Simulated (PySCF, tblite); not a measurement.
# ethylgermane (C2H8Ge): dynamics, then NMR shifts and electronic excitations on frames, part 1 of 2

How do NMR shifts and electronic excitations of ethylgermane (C2H8Ge) (`C[CH2][GeH3]`) change as the atoms move?

The runs use tblite 0.8.0 and PySCF 2.14.0, with density-fitted response routines of our own; the level of theory stands in each step. All values are computed, except where a source is named. Atoms are numbered from 0 throughout.

**1. Starting geometry**

11 atoms, charge 0, multiplicity 1; geometry from: GFN2-xTB.

Bonds of the start (Å): C0–C1 1.52, C1–Ge2 1.97, C0–H3 1.09, C0–H4 1.09, C0–H5 1.09, C1–H6 1.09, C1–H7 1.09, Ge2–H8 1.50, Ge2–H9 1.50, Ge2–H10 1.50.

**2. A short Langevin run with GFN2-xTB**

Job settings and geometry (Å):

```
{"job": {"kind": "md", "xc": "GFN2-xTB", "basis": "xTB", "temperature": 600, "steps": 2000, "every": 50, "frames": 5}, "charge": 0, "multiplicity": 1}
C     -1.386976     0.318000    -0.256495
C     -0.313087    -0.389346     0.560024
Ge     1.505315    -0.047149    -0.126442
H     -2.379464     0.113051     0.142286
H     -1.229750     1.395371    -0.243578
H     -1.359713    -0.013610    -1.293281
H     -0.366631    -0.064472     1.601013
H     -0.496340    -1.465712     0.557772
H      1.653311    -0.512936    -1.539740
H      2.549162    -0.743239     0.688689
H      1.829597     1.412711    -0.116210
```

Method: GFN2-xTB Langevin dynamics, gas phase.

The run is started by

```bash
> OMP_NUM_THREADS=1 python probes_run.py task.json out
```

One launch serves the whole session: the jobs run in the order shown.

The log of the run:

```text
t/fs     T/K      E/eV
    0.0   526.4   -279.38513
   25.0   479.7   -278.77998
   50.0   529.6   -278.70800
   75.0   431.4   -278.90748
  100.0   522.7   -279.00223
  125.0   350.1   -278.78549
  150.0   539.1   -278.83960
  175.0   480.4   -278.93562
  200.0   542.4   -278.85775
  225.0   658.1   -279.03350
  250.0   664.5   -278.79855
  275.0   367.4   -278.56188
  300.0   544.4   -279.01198
  325.0   555.9   -279.09643
  350.0   312.3   -278.57165
  375.0   516.1   -278.82229
  400.0   591.2   -278.64998
  425.0   679.6   -278.63607
  450.0   792.1   -278.72582
  475.0   960.9   -278.74006
  500.0   776.1   -278.26428
  525.0   727.8   -277.90926
  550.0   695.5   -278.19986
  575.0  1065.1   -278.51213
  600.0   680.1   -278.42301
  625.0   759.7   -278.65664
  650.0   683.9   -278.79847
  675.0   443.9   -278.58634
  700.0   580.0   -278.99978
  725.0   517.7   -278.79976
  750.0   755.8   -279.07635
  775.0   563.1   -278.96182
  800.0   407.5   -278.93600
  825.0   495.6   -278.94569
  850.0   626.8   -279.02348
  875.0   376.6   -278.75175
  900.0   439.9   -278.83510
  925.0   441.2   -278.95315
  950.0   415.9   -278.74938
  975.0   535.2   -278.65853
 1000.0   599.9   -278.72970
```

It took 10 s on 1 thread of Intel Xeon Platinum 8488C, shared host; peak memory 0.18 GiB.

Distance from the start (root mean square after alignment): 0 fs 0.00 Å, 200 fs 0.31 Å, 400 fs 0.20 Å, 600 fs 0.27 Å, 800 fs 0.33 Å, 1000 fs 0.46 Å.

Positions (Å) and forces (eV/Å) at 1000 fs:

```xyz
11

C    -0.525   -1.595    1.461    0.455   -0.602    2.907
C    -1.332   -0.951    0.379   -0.559    1.799    0.526
Ge   -0.603   -1.667   -1.282   -1.175    0.174   -1.056
H    -1.021   -1.384    2.494    1.020   -0.155   -1.431
H    -0.599   -2.697    1.355    0.385    0.529    0.135
H     0.608   -1.283    1.556   -2.217   -0.518   -0.477
H    -2.433   -0.876    0.634    1.020   -1.002   -0.586
H    -1.100    0.126    0.435    0.192   -0.052   -0.374
H     0.262   -0.639   -1.903    0.500    0.096    0.011
H    -1.672   -1.776   -2.423    0.475   -0.323    0.601
H     0.137   -2.928   -0.960   -0.096    0.053   -0.254
```

**3. NMR shieldings: 250 fs, PBE0/pcSseg-1**

Job settings and geometry (Å):

```
{"job": {"kind": "nmr", "xc": "PBE0", "basis": "pcSseg-1", "pop": false}, "charge": 0, "multiplicity": 1}
C     -1.732000    -1.293500     0.143500
C     -0.239900    -1.436200     0.516800
Ge     0.844600    -0.235800    -0.571400
H     -2.304500    -1.751900     0.826600
H     -2.047000    -0.312400     0.036000
H     -1.916700    -1.749200    -0.781000
H     -0.159100    -1.362700     1.578500
H      0.184800    -2.520000     0.382400
H      0.743600    -0.275900    -2.031300
H      2.269100    -0.286000    -0.076600
H      0.463100     1.133500    -0.376200
```

With the program's defaults for keys left out, this is: GIAO PBE0/pcSseg-1 NMR shielding, non-relativistic, gas phase.

The log of the run:

```text
coarse grid: 37552 points
cycle   1  E = -2157.3325612038  dE = -5.608e-01  |g| = 8.748e-01  |ddm| = 2.860e+00
cycle   2  E = -2157.3120159006  dE =  2.055e-02  |g| = 8.723e-01  |ddm| = 8.256e-01
cycle   3  E = -2157.3913437839  dE = -7.933e-02  |g| = 8.459e-02  |ddm| = 5.215e-01
cycle   4  E = -2157.3924873505  dE = -1.144e-03  |g| = 2.831e-02  |ddm| = 8.125e-02
cycle   5  E = -2157.3926865661  dE = -1.992e-04  |g| = 3.811e-03  |ddm| = 2.367e-02
cycle   6  E = -2157.3926898724  dE = -3.306e-06  |g| = 5.066e-04  |ddm| = 4.274e-03
final grid: 78432 points
cycle   7  E = -2157.3926282528  dE = -4.175e-08  |g| = 5.060e-04  |ddm| = 1.188e-03
cycle   8  E = -2157.3926282520  dE =  7.667e-10  |g| = 6.346e-04  |ddm| = 8.874e-04
cycle   9  E = -2157.3926282944  dE = -4.237e-08  |g| = 4.092e-05  |ddm| = 3.833e-04
cycle  10  E = -2157.3926282949  dE = -5.016e-10  |g| = 2.261e-06  |ddm| = 5.280e-05
converged SCF energy = -2157.3926282949

GIAO shielding tensors (ppm)
atom      isotropic    diamagn.    paramagn.     s11        s22        s33       span
  0 C      184.402     245.008     -60.606    169.262    179.261    204.682     35.419
  1 C      181.595     249.267     -67.672    164.929    180.407    199.449     34.520
  2 Ge    1578.784    2756.908   -1178.124   1460.266   1525.608   1750.478    290.212
  3 H       32.898      30.707       2.190     26.920     29.928     41.845     14.925
  4 H       32.539      31.824       0.714     27.040     31.595     38.981     11.941
  5 H       31.994      30.263       1.731     27.207     29.645     39.129     11.922
  6 H       31.051      31.922      -0.871     25.763     28.957     38.432     12.669
  7 H       29.250      27.819       1.431     24.508     26.825     36.417     11.909
  8 H       28.633      30.185      -1.552     22.221     23.037     40.642     18.421
  9 H       28.124      29.455      -1.331     21.245     22.756     40.371     19.126
 10 H       29.426      31.562      -2.136     22.433     23.780     42.065     19.632
```

Run time: 14 s. Hardware: 1 thread of Intel Xeon Platinum 8488C, shared host; peak memory 0.53 GiB.

The references, computed at this level on geometries of the same kind, shield at (ppm): ¹H TMS 31.72, ¹³C TMS 186.9, ⁷³Ge GeMe4 1331. Their shielding less the atom's gives the shift. The references are single molecules in the gas phase. Each atom is listed at this fixed geometry, with no averaging over motion; a spectrum would average atoms that exchange fast.

| atoms | environment | σ (ppm) | δ (ppm) |
| --- | --- | --- | --- |
| C1 | sp3 CH2 bonded to Ge | 181.6 | 5.3 |
| C0 | methyl carbon | 184.4 | 2.5 |
| H9 | hydrogen on a germanium bonded to C | 28.12 | 3.59 |
| H8 | hydrogen on a germanium bonded to C | 28.63 | 3.08 |
| H7 | hydrogen on an sp3 CH2 bonded to Ge | 29.25 | 2.47 |
| H10 | hydrogen on a germanium bonded to C | 29.43 | 2.29 |
| H6 | hydrogen on an sp3 CH2 bonded to Ge | 31.05 | 0.67 |
| H5 | hydrogen on a methyl carbon | 31.99 | -0.28 |
| H4 | hydrogen on a methyl carbon | 32.54 | -0.82 |
| H3 | hydrogen on a methyl carbon | 32.90 | -1.18 |
| Ge2 | germanium bonded to C, 3 H | 1579 | -248 |

**4. Ultraviolet spectrum: 250 fs, PBE0/def2-SVPD**

Settings changed since step 3:

```diff
@@ -1,2 +1,2 @@
-{"job": {"kind": "nmr", "xc": "PBE0", "basis": "pcSseg-1", "pop": false}, "charge": 0, "multiplicity": 1}
+{"job": {"kind": "uv", "xc": "PBE0", "basis": "def2-SVPD", "nstates": 5, "ntriplets": 0}, "charge": 0, "multiplicity": 1}
 C     -1.732000    -1.293500     0.143500
```

Method: TDDFT PBE0/def2-SVPD, vertical, gas phase, core orbitals frozen in the response.

The log of the run:

```text
coarse grid: 37552 points
cycle   1  E = -2157.2726695848  dE = -5.115e-01  |g| = 4.557e-01  |ddm| = 3.922e+00
cycle   2  E = -2157.2623229420  dE =  1.035e-02  |g| = 5.109e-01  |ddm| = 9.490e-01
cycle   3  E = -2157.3078585919  dE = -4.554e-02  |g| = 3.462e-02  |ddm| = 5.453e-01
cycle   4  E = -2157.3081408367  dE = -2.822e-04  |g| = 1.607e-02  |ddm| = 6.322e-02
cycle   5  E = -2157.3082032842  dE = -6.245e-05  |g| = 2.691e-03  |ddm| = 2.052e-02
cycle   6  E = -2157.3082052160  dE = -1.932e-06  |g| = 1.952e-04  |ddm| = 5.360e-03
final grid: 78432 points
cycle   7  E = -2157.3081444404  dE = -4.262e-08  |g| = 1.465e-04  |ddm| = 4.890e-03
cycle   8  E = -2157.3081444422  dE = -1.863e-09  |g| = 1.464e-04  |ddm| = 5.153e-04
cycle   9  E = -2157.3081444463  dE = -4.091e-09  |g| = 1.697e-05  |ddm| = 1.899e-04
cycle  10  E = -2157.3081444464  dE = -5.684e-11  |g| = 1.891e-06  |ddm| = 2.619e-05
converged SCF energy = -2157.3081444464

Static polarisability (au): isotropic 55.604, principal 49.331 54.546 62.936

Singlet excitations
state   eV       nm        f      main configurations
  1   7.7227    160.5   0.01750   H->L 0.97
  2   8.1866    151.4   0.02976   H-1->L 0.84
  3   8.2128    151.0   0.12949   H->L+1 0.86
  4   8.4496    146.7   0.06772   H-1->L+1 0.83
  5   8.6235    143.8   0.00444   H->L+2 0.76, H-1->L+1 0.08
```

It took 17 s on 1 thread of Intel Xeon Platinum 8488C, shared host; peak memory 0.61 GiB.

The orbitals next to the gap, with their largest atomic shares:

| orbital | eV | atoms |
| --- | --- | --- |
| HOMO−3 | -9.91 | C1 23 %, C0 22 %, H5 12 % |
| HOMO−2 | -9.53 | Ge2 34 %, H8 21 %, H9 16 % |
| HOMO−1 | -8.90 | Ge2 37 %, H10 25 %, H9 10 % |
| HOMO | -8.43 | C1 32 %, Ge2 25 %, C0 13 % |
| LUMO | 0.48 | Ge2 36 %, C0 14 %, C1 13 % |
| LUMO+1 | 0.81 | Ge2 42 %, H8 19 %, C1 12 % |
| LUMO+2 | 1.42 | Ge2 40 %, C0 10 %, H8 10 % |

With each of the 5 states as a Gaussian band of 0.4 eV half-width at 1/e, the curve within the window shown has maxima at 150 nm (ε 8,700) L/(mol cm). Beyond the last state computed it falls off for lack of states. The curve at chosen wavelengths:

```
 nm  ε (L/mol/cm)
139          1040
140          1540
142          2955
143          3845
145          5795
146          6731
147          7548
149          8583
150          8724
152          8237
153          7675
154          6970
156          5365
157          4570
159          3170
160          2597
161          2111
163          1375
164          1104
166           703
167           557
168           438
170           263
171           201
173           112
174            82
```

Further results of this job:

| property | computed |
| --- | --- |
| dipole moment (D) | 1.03 |
| polarisability (Å³) | 8.24 |
| HOMO–LUMO gap (eV) | 8.92 |
| −ε(HOMO) (eV) | 8.43 |

**5. Shielding tensors: 425 fs, PBE0/pcSseg-1**

Job settings and geometry (Å):

```
{"job": {"kind": "nmr", "xc": "PBE0", "basis": "pcSseg-1", "pop": false}, "charge": 0, "multiplicity": 1}
C     -1.083200    -2.410500     0.351100
C      0.105400    -1.547700     0.852100
Ge     0.558000    -0.358000    -0.838100
H     -1.305000    -3.340400     1.037500
H     -2.005800    -1.746600     0.344000
H     -1.007600    -2.705200    -0.730700
H     -0.100200    -0.894000     1.591900
H      0.854400    -2.199800     1.188100
H      0.569300    -1.260900    -2.071900
H      1.737200     0.392700    -0.927400
H     -0.634000     0.574400    -1.083000
```

With the program's defaults for keys left out, this is: GIAO PBE0/pcSseg-1 NMR shielding, non-relativistic, gas phase.

The log of the run:

```text
coarse grid: 37552 points
cycle   1  E = -2157.3310015128  dE = -7.572e-01  |g| = 8.696e-01  |ddm| = 2.810e+00
cycle   2  E = -2157.2973787511  dE =  3.362e-02  |g| = 8.999e-01  |ddm| = 8.631e-01
cycle   3  E = -2157.3864199514  dE = -8.904e-02  |g| = 1.003e-01  |ddm| = 5.872e-01
cycle   4  E = -2157.3884258652  dE = -2.006e-03  |g| = 3.494e-02  |ddm| = 1.085e-01
cycle   5  E = -2157.3887259959  dE = -3.001e-04  |g| = 3.825e-03  |ddm| = 3.009e-02
cycle   6  E = -2157.3887289117  dE = -2.916e-06  |g| = 6.947e-04  |ddm| = 4.725e-03
final grid: 78432 points
cycle   7  E = -2157.3887587924  dE = -4.642e-08  |g| = 7.440e-04  |ddm| = 1.890e-03
cycle   8  E = -2157.3887587648  dE =  2.766e-08  |g| = 9.448e-04  |ddm| = 1.415e-03
cycle   9  E = -2157.3887589152  dE = -1.504e-07  |g| = 7.031e-05  |ddm| = 6.589e-04
cycle  10  E = -2157.3887589164  dE = -1.220e-09  |g| = 1.246e-05  |ddm| = 8.024e-05
cycle  11  E = -2157.3887589164  dE = -3.138e-11  |g| = 1.648e-06  |ddm| = 1.200e-05
converged SCF energy = -2157.3887589164

GIAO shielding tensors (ppm)
atom      isotropic    diamagn.    paramagn.     s11        s22        s33       span
  0 C      162.149     248.212     -86.063    142.250    158.269    185.928     43.679
  1 C      178.485     248.681     -70.196    164.372    176.150    194.931     30.559
  2 Ge    1535.564    2757.241   -1221.677   1389.309   1501.871   1715.513    326.204
  3 H       28.170      25.191       2.978     23.258     25.244     36.006     12.748
  4 H       29.021      29.046      -0.025     25.155     27.214     34.695      9.540
  5 H       29.401      28.508       0.893     23.898     30.235     34.069     10.171
  6 H       32.442      34.047      -1.606     27.735     30.118     39.471     11.736
  7 H       31.314      31.437      -0.123     25.875     29.362     38.705     12.830
  8 H       28.124      29.907      -1.783     22.007     23.669     38.697     16.690
  9 H       29.099      31.763      -2.664     21.569     22.499     43.229     21.660
 10 H       27.749      29.938      -2.189     21.817     23.295     38.134     16.318
```

Run time: 11 s. Hardware: 1 thread of Intel Xeon Platinum 8488C, shared host; peak memory 0.56 GiB.

Key values: δ C0 24.8, C1 8.4, Ge2 -205, H10 3.97, H8 3.59 ppm.

**6. TDDFT and polarisability: 425 fs, PBE0/def2-SVPD**

Settings changed since step 5:

```diff
@@ -1,2 +1,2 @@
-{"job": {"kind": "nmr", "xc": "PBE0", "basis": "pcSseg-1", "pop": false}, "charge": 0, "multiplicity": 1}
+{"job": {"kind": "uv", "xc": "PBE0", "basis": "def2-SVPD", "nstates": 5, "ntriplets": 0}, "charge": 0, "multiplicity": 1}
 C     -1.083200    -2.410500     0.351100
```

Level: TDDFT PBE0/def2-SVPD, vertical, gas phase, core orbitals frozen in the response.

The log of the run:

```text
coarse grid: 37552 points
cycle   1  E = -2157.2730478740  dE = -7.082e-01  |g| = 4.397e-01  |ddm| = 3.661e+00
cycle   2  E = -2157.2533019737  dE =  1.975e-02  |g| = 5.316e-01  |ddm| = 9.171e-01
cycle   3  E = -2157.3050454534  dE = -5.174e-02  |g| = 3.745e-02  |ddm| = 5.785e-01
cycle   4  E = -2157.3054117046  dE = -3.663e-04  |g| = 1.647e-02  |ddm| = 6.703e-02
cycle   5  E = -2157.3054712841  dE = -5.958e-05  |g| = 2.430e-03  |ddm| = 1.994e-02
cycle   6  E = -2157.3054727762  dE = -1.492e-06  |g| = 3.832e-04  |ddm| = 5.019e-03
final grid: 78432 points
cycle   7  E = -2157.3054994677  dE = -3.630e-08  |g| = 4.267e-04  |ddm| = 4.068e-03
cycle   8  E = -2157.3054994498  dE =  1.790e-08  |g| = 5.053e-04  |ddm| = 1.077e-03
cycle   9  E = -2157.3054995165  dE = -6.667e-08  |g| = 2.432e-05  |ddm| = 5.482e-04
cycle  10  E = -2157.3054995166  dE = -1.405e-10  |g| = 4.776e-06  |ddm| = 4.304e-05
converged SCF energy = -2157.3054995166

Static polarisability (au): isotropic 59.740, principal 52.302 54.795 72.123

Singlet excitations
state   eV       nm        f      main configurations
  1   7.3628    168.4   0.01145   H->L 0.77, H->L+1 0.22
  2   7.7584    159.8   0.29737   H->L+1 0.72, H->L 0.19
  3   8.0265    154.5   0.02743   H->L+2 0.72, H->L+3 0.15, H-1->L 0.09
  4   8.1913    151.4   0.11835   H->L+3 0.32, H-1->L 0.32, H->L+2 0.22
  5   8.3059    149.3   0.00877   H->L+3 0.42, H-1->L 0.32, H-1->L+1 0.22
```

It took 8.2 s on 1 thread of Intel Xeon Platinum 8488C, shared host; peak memory 0.62 GiB.

This run: HOMO -8.07 eV, LUMO 0.45 eV; lowest singlet 7.36 eV.

**7. NMR shieldings: 625 fs, PBE0/pcSseg-1**

Job settings and geometry (Å):

```
{"job": {"kind": "nmr", "xc": "PBE0", "basis": "pcSseg-1", "pop": false}, "charge": 0, "multiplicity": 1}
C      0.298600    -2.752500     1.198100
C      0.880400    -1.418000     0.904000
Ge     0.444300    -0.954600    -0.957400
H      0.623300    -3.173400     2.251900
H     -0.788500    -2.712300     1.353900
H      0.472900    -3.578200     0.451700
H      0.281500    -0.758400     1.595400
H      1.866400    -1.344000     1.252400
H      0.731200    -1.987200    -1.851400
H      0.807000     0.230100    -1.895100
H     -1.074200    -1.018100    -0.894600
```

With the program's defaults for keys left out, this is: GIAO PBE0/pcSseg-1 NMR shielding, non-relativistic, gas phase.

The log of the run:

```text
coarse grid: 37552 points
cycle   1  E = -2157.3326767100  dE = -6.419e-01  |g| = 8.675e-01  |ddm| = 2.839e+00
cycle   2  E = -2157.3055025776  dE =  2.717e-02  |g| = 8.813e-01  |ddm| = 8.344e-01
cycle   3  E = -2157.3874650165  dE = -8.196e-02  |g| = 9.345e-02  |ddm| = 5.477e-01
cycle   4  E = -2157.3891016760  dE = -1.637e-03  |g| = 3.313e-02  |ddm| = 9.519e-02
cycle   5  E = -2157.3893619884  dE = -2.603e-04  |g| = 3.768e-03  |ddm| = 2.753e-02
cycle   6  E = -2157.3893649567  dE = -2.968e-06  |g| = 6.047e-04  |ddm| = 4.611e-03
final grid: 78432 points
cycle   7  E = -2157.3893588327  dE = -5.072e-08  |g| = 6.024e-04  |ddm| = 1.565e-03
cycle   8  E = -2157.3893588312  dE =  1.525e-09  |g| = 7.561e-04  |ddm| = 1.189e-03
cycle   9  E = -2157.3893589041  dE = -7.288e-08  |g| = 6.242e-05  |ddm| = 5.130e-04
cycle  10  E = -2157.3893589051  dE = -1.032e-09  |g| = 7.298e-06  |ddm| = 7.645e-05
cycle  11  E = -2157.3893589051  dE = -1.000e-11  |g| = 1.907e-06  |ddm| = 7.709e-06
converged SCF energy = -2157.3893589051

GIAO shielding tensors (ppm)
atom      isotropic    diamagn.    paramagn.     s11        s22        s33       span
  0 C      166.818     243.329     -76.511    150.594    164.275    185.584     34.990
  1 C      181.858     249.775     -67.917    173.059    182.358    190.157     17.098
  2 Ge    1577.491    2755.787   -1178.296   1423.959   1566.881   1741.633    317.674
  3 H       28.196      24.046       4.150     23.407     25.362     35.819     12.411
  4 H       29.910      28.852       1.059     25.663     27.725     36.343     10.681
  5 H       29.769      26.142       3.627     24.653     28.503     36.153     11.500
  6 H       29.437      31.906      -2.469     24.296     27.479     36.536     12.240
  7 H       31.276      31.364      -0.088     25.144     29.269     39.415     14.271
  8 H       30.004      32.020      -2.017     22.303     24.458     43.250     20.947
  9 H       27.033      28.326      -1.293     20.896     21.515     38.687     17.792
 10 H       28.308      30.160      -1.853     21.550     24.160     39.212     17.662
```

Run time: 11 s. Hardware: 1 thread of Intel Xeon Platinum 8488C, shared host; peak memory 0.55 GiB.

This run: δ C0 20.1, C1 5.1, Ge2 -247, H9 4.68, H3 3.52 ppm.

**8. TDDFT and polarisability: 625 fs, PBE0/def2-SVPD**

Settings changed since step 7:

```diff
@@ -1,2 +1,2 @@
-{"job": {"kind": "nmr", "xc": "PBE0", "basis": "pcSseg-1", "pop": false}, "charge": 0, "multiplicity": 1}
+{"job": {"kind": "uv", "xc": "PBE0", "basis": "def2-SVPD", "nstates": 5, "ntriplets": 0}, "charge": 0, "multiplicity": 1}
 C      0.298600    -2.752500     1.198100
```

Level: TDDFT PBE0/def2-SVPD, vertical, gas phase, core orbitals frozen in the response.

The log of the run:

```text
coarse grid: 37552 points
cycle   1  E = -2157.2744508881  dE = -5.926e-01  |g| = 4.401e-01  |ddm| = 3.686e+00
cycle   2  E = -2157.2585320353  dE =  1.592e-02  |g| = 5.183e-01  |ddm| = 8.673e-01
cycle   3  E = -2157.3061256427  dE = -4.759e-02  |g| = 3.834e-02  |ddm| = 5.219e-01
cycle   4  E = -2157.3065042468  dE = -3.786e-04  |g| = 1.615e-02  |ddm| = 6.706e-02
cycle   5  E = -2157.3065585319  dE = -5.429e-05  |g| = 2.457e-03  |ddm| = 1.727e-02
cycle   6  E = -2157.3065600839  dE = -1.552e-06  |g| = 2.860e-04  |ddm| = 5.038e-03
final grid: 78432 points
cycle   7  E = -2157.3065530821  dE = -4.759e-08  |g| = 2.478e-04  |ddm| = 5.589e-03
cycle   8  E = -2157.3065530813  dE =  7.590e-10  |g| = 2.659e-04  |ddm| = 7.156e-04
cycle   9  E = -2157.3065530988  dE = -1.742e-08  |g| = 2.967e-05  |ddm| = 3.113e-04
cycle  10  E = -2157.3065530990  dE = -2.124e-10  |g| = 4.681e-06  |ddm| = 4.497e-05
converged SCF energy = -2157.3065530990

Static polarisability (au): isotropic 58.924, principal 51.429 53.101 72.242

Singlet excitations
state   eV       nm        f      main configurations
  1   7.7548    159.9   0.04564   H->L 0.91
  2   7.9150    156.6   0.03660   H-1->L 0.40, H->L+1 0.38, H-2->L 0.10
  3   8.0550    153.9   0.07119   H-1->L 0.52, H->L+1 0.42
  4   8.2260    150.7   0.08407   H-2->L 0.80
  5   8.3556    148.4   0.06026   H-1->L+1 0.87
```

Wall time 16 s (1 thread of Intel Xeon Platinum 8488C, shared host); peak memory 0.61 GiB.

This run: HOMO -8.54 eV, LUMO 0.35 eV; lowest singlet 7.75 eV.

(Continued in part 2 of 2.)
